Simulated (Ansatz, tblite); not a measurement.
# Cyclo-(H2SiS)3 (Si₃H₆S₃): spin states and exact exchange

Is the singlet the ground state of cyclo-(H2SiS)3 (Si₃H₆S₃)? Other spin states are computed and compared level by level.

Method: as each input shows; program: Ansatz 0.2.0, Gaussian basis.

Plan: triplet, at the geometry of the singlet (GFN1-xTB, GFN2-xTB, PBE0-D4/def2-TZVP, PBE-D4/def2-TZVP, r2SCAN-D4/def2-TZVP); the singlet's energies come from earlier runs.

2 further runs of the same task are left out: 2 set aside as unsound or not needed.

**1. The relaxed structure**

The singlet was relaxed beforehand with PBE-D4/def2-SVP.

12 atoms, charge 0, spin multiplicity 1.

Bond lengths: Si1–H2 1.500 Å, Si1–H3 1.498 Å, Si1–S4 2.171 Å, Si1–S12 2.166 Å, S4–Si5 2.168 Å, Si5–H6 1.501 Å, Si5–H7 1.501 Å, Si5–S8 2.168 Å, S8–Si9 2.171 Å, Si9–H10 1.500 Å, Si9–H11 1.498 Å, Si9–S12 2.166 Å. Angles: H2–Si1–H3 111.0°, H2–Si1–S4 109.9°, H2–Si1–S12 111.4°, H3–Si1–S4 106.6°, H3–Si1–S12 106.2°, S4–Si1–S12 111.6°, Si1–S4–Si5 99.2°, S4–Si5–H6 112.6°, S4–Si5–H7 104.6°, S4–Si5–S8 112.5°, H6–Si5–H7 110.2°, H6–Si5–S8 104.6°, H7–Si5–S8 112.6°, Si5–S8–Si9 99.4°, S8–Si9–H10 110.0°, S8–Si9–H11 106.5°, S8–Si9–S12 111.6°, H10–Si9–H11 111.0° and more.

**2. Triplet at the fixed geometry, GFN1-xTB**

Tight binding, by tblite at 300 K electronic temperature and without a spin-polarisation term:

```python
tblite.interface.Calculator('GFN1-xTB', numbers, positions, charge=0, uhf=2).singlepoint()
```

Energy -543.2992 eV; 0.02 s.

**3. Triplet at the fixed geometry, GFN2-xTB**

Tight binding, by tblite at 300 K electronic temperature and without a spin-polarisation term:

```python
tblite.interface.Calculator('GFN2-xTB', numbers, positions, charge=0, uhf=2).singlepoint()
```

Energy -489.2619 eV; 0.025 s.

**4. Triplet at the fixed geometry, PBE0-D4/def2-TZVP**

File in.yaml:

```yaml
crystal:
  periodic: [false, false, false]
  atoms:
    - {symbol: Si, position_ang: [0.301809, -1.877167, -0.069069]}
    - {symbol: H, position_ang: [-1.087997, -2.105863, 0.446619]}
    - {symbol: H, position_ang: [1.082399, -3.155251, -0.094905]}
    - {symbol: S, position_ang: [1.366649, -0.524976, 1.253824]}
    - {symbol: Si, position_ang: [-0.223869, 0.893444, 1.652266]}
    - {symbol: H, position_ang: [-1.142704, 0.436705, 2.748295]}
    - {symbol: H, position_ang: [0.486022, 2.151296, 2.061956]}
    - {symbol: S, position_ang: [-1.521432, 1.188035, -0.059943]}
    - {symbol: Si, position_ang: [-0.067637, 0.946574, -1.653549]}
    - {symbol: H, position_ang: [1.208306, 1.648589, -1.295086]}
    - {symbol: H, position_ang: [-0.681033, 1.541869, -2.883582]}
    - {symbol: S, position_ang: [0.279498, -1.143255, -2.106846]}
basis:
  gaussian: {orbitals: def2-TZVP}
magnetization: {spin_polarized: true, initial_magnetization: 2}
hamiltonian: {xc: pbe0, dispersion: d4}
scf: {omitted_lower_state_checks: [starts]}
output: {orbitals: {seedname: orbitals}}
```

Launch:

```bash
ansatz run in.yaml --threads 2 --pin off --events-out ev --progress --plain --max-ram 32768MiB --backend cpu
```

The log of the run:

```text
Functional definition: PBE0
  name "PBE0"
  cite "Adamo & Barone, J. Chem. Phys. 110, 6158 (1999) doi:10.1063/1.478522"
  cite "Perdew, Burke & Ernzerhof, Phys. Rev. Lett. 77, 3865 (1996) doi:10.1103/PhysRevLett.77.3865"
  parent pbe
  parameter a = 0.25
  parameter kappa = 0.804
  parameter beta = 0.06672455060314922
  exchange = (1 - a)*pbe_x(kappa = kappa, mu = beta*pi^2/3) + a*exact_x
  correlation = pbe_c(beta = beta)
these checks for a lower state are left out or cut short: starts
1881 factors; their error is unknown
mean field evaluation 1: about -56215.8602 eV, gradient 1.2e1 eV
mean field evaluation 2: about -56216.3788 eV, gradient 8.3e0 eV
mean field evaluation 4: about -56216.7235 eV, gradient 1.5e0 eV
mean field evaluation 8: about -56216.7492 eV, gradient 3.3e-1 eV
mean field evaluation 16: about -56216.9285 eV, gradient 4.3e-2 eV
mean field evaluation 32: about -56216.9285 eV, gradient 1.9e-4 eV
mean field -56216.92851577 eV, -2065.9340177517 hartree, gradient 7.2e-6 eV, S^2 2.008011; 0 other end points of the search recorded, 0 dependent functions left out
reference -56216.92855620 eV, -2065.9340192376 hartree; 49, 47 occupied and 209, 211 virtual orbitals, 1881 factors
Total energy: -56217.45111071 eV, -2065.9532227616 hartree
Checks for a lower state left out: starts
```

It took 71 s on 2 threads of AMD EPYC 7R13, shared host; peak memory 2.2 GiB.

Report: HOMO -2.50 eV, LUMO -6.11 eV (over both spins; with the spin held, an empty level of the minority spin lies below the top filled one); ⟨S²⟩ 2.008 (pure: 2.00).

**5. Triplet at the fixed geometry, PBE-D4/def2-TZVP**

start.molden holds the orbitals of an earlier run on this state, given as this run's starting guess.

Changes to in.yaml since step 4:

```diff
@@ -16,5 +16,5 @@
 basis:
-  gaussian: {orbitals: def2-TZVP}
+  gaussian: {orbitals: def2-TZVP, initial_orbitals: start.molden}
 magnetization: {spin_polarized: true, initial_magnetization: 2}
-hamiltonian: {xc: pbe0, dispersion: d4}
+hamiltonian: {xc: pbe, dispersion: d4}
 scf: {omitted_lower_state_checks: [starts]}
```

Launched as before.

The log of the run:

```text
Functional definition: PBE
  name "PBE"
  cite "Perdew, Burke & Ernzerhof, Phys. Rev. Lett. 77, 3865 (1996) doi:10.1103/PhysRevLett.77.3865"
  parent pbe
  parameter kappa = 0.804
  parameter beta = 0.06672455060314922
  exchange = pbe_x(kappa = kappa, mu = beta*pi^2/3)
  correlation = pbe_c(beta = beta)
these checks for a lower state are left out or cut short: starts
1803 factors; their error is unknown
mean field evaluation 1: about -56212.1999 eV, gradient 1.2e1 eV
mean field evaluation 2: about -56212.4051 eV, gradient 4.0e-1 eV
mean field evaluation 4: about -56212.4185 eV, gradient 1.8e-1 eV
mean field evaluation 8: about -56212.4188 eV, gradient 1.9e-5 eV
mean field -56212.41879436 eV, -2065.7682885469 hartree, gradient 7.7e-6 eV, S^2 2.003512; 0 other end points of the search recorded, 0 dependent functions left out
reference -56212.41884756 eV, -2065.7682905020 hartree; 49, 47 occupied and 209, 211 virtual orbitals, 1803 factors
Total energy: -56213.02131951 eV, -2065.7904309377 hartree
Checks for a lower state left out: starts
```

It took 14 s on 2 threads of AMD EPYC 7R13, shared host; peak memory 0.56 GiB.

HOMO -2.03 eV, LUMO -6.50 eV (over both spins; with the spin held, an empty level of the minority spin lies below the top filled one); ⟨S²⟩ 2.004 (pure: 2.00).

**6. Triplet at the fixed geometry, r2SCAN-D4/def2-TZVP**

Changes to in.yaml since step 5:

```diff
@@ -18,3 +18,3 @@
 magnetization: {spin_polarized: true, initial_magnetization: 2}
-hamiltonian: {xc: pbe, dispersion: d4}
+hamiltonian: {xc: r2scan, dispersion: d4}
 scf: {omitted_lower_state_checks: [starts]}
```

The command is unchanged.

The log of the run, cut to the lines that bear on the results:

```text
Functional definition: r2SCAN
  name "r2SCAN"
  cite "Furness, Kaplan, Ning, Perdew & Sun, J. Phys. Chem. Lett. 11, 8208 (2020) doi:10.1021/acs.jpclett.0c02405"
  cite "Furness, Kaplan, Ning, Perdew & Sun, J. Phys. Chem. Lett. 11, 9248 (2020) doi:10.1021/acs.jpclett.0c03077"
  parent r2scan
[...]
1803 factors; their error is unknown
[...]
mean field -56234.22348153 eV, -2066.5695960207 hartree, gradient 6.9e-6 eV, S^2 2.009065; 0 other end points of the search recorded, 0 dependent functions left out
reference -56234.22350081 eV, -2066.5695967290 hartree; 49, 47 occupied and 209, 211 virtual orbitals, 1803 factors
Total energy: -56234.36370982 eV, -2066.5747493152 hartree
Checks for a lower state left out: starts
```

Wall time 32 s (2 threads of AMD EPYC 7R13, shared host); peak memory 0.64 GiB.

Report: HOMO -2.02 eV, LUMO -6.63 eV (over both spins; with the spin held, an empty level of the minority spin lies below the top filled one); ⟨S²⟩ 2.009 (pure: 2.00).

**7. Triplet less singlet, vertical**

The singlet's energies are those of its earlier runs, whose logs aren't repeated here.

```tsv
level	triplet less singlet, vertical (kJ/mol)	time
GFN1-xTB	+555.7	0.036 s
GFN2-xTB	+427.8	0.038 s
PBE-D4/def2-TZVP	+441.0	18 s
r2SCAN-D4/def2-TZVP	+474.9	43 s
PBE0-D4/def2-TZVP	+500.0	80 s
```

Times add the two runs; a level without a time comes out of a correlated run. Tight binding without a spin term can't rank spin states.

**8. Results**

```
                                                quantity                                       value
triplet less singlet, vertical, functionals in def2-TZVP  +441.0 (PBE-D4) to +500.0 kJ/mol (PBE0-D4)
```

What this shows: All functionals put the triplet above the singlet, over a spread of 59.1 kJ/mol. The checks for a lower triplet were left out, so another state of that spin may lie lower. These are electronic energies, without zero-point motion, entropy or surroundings.
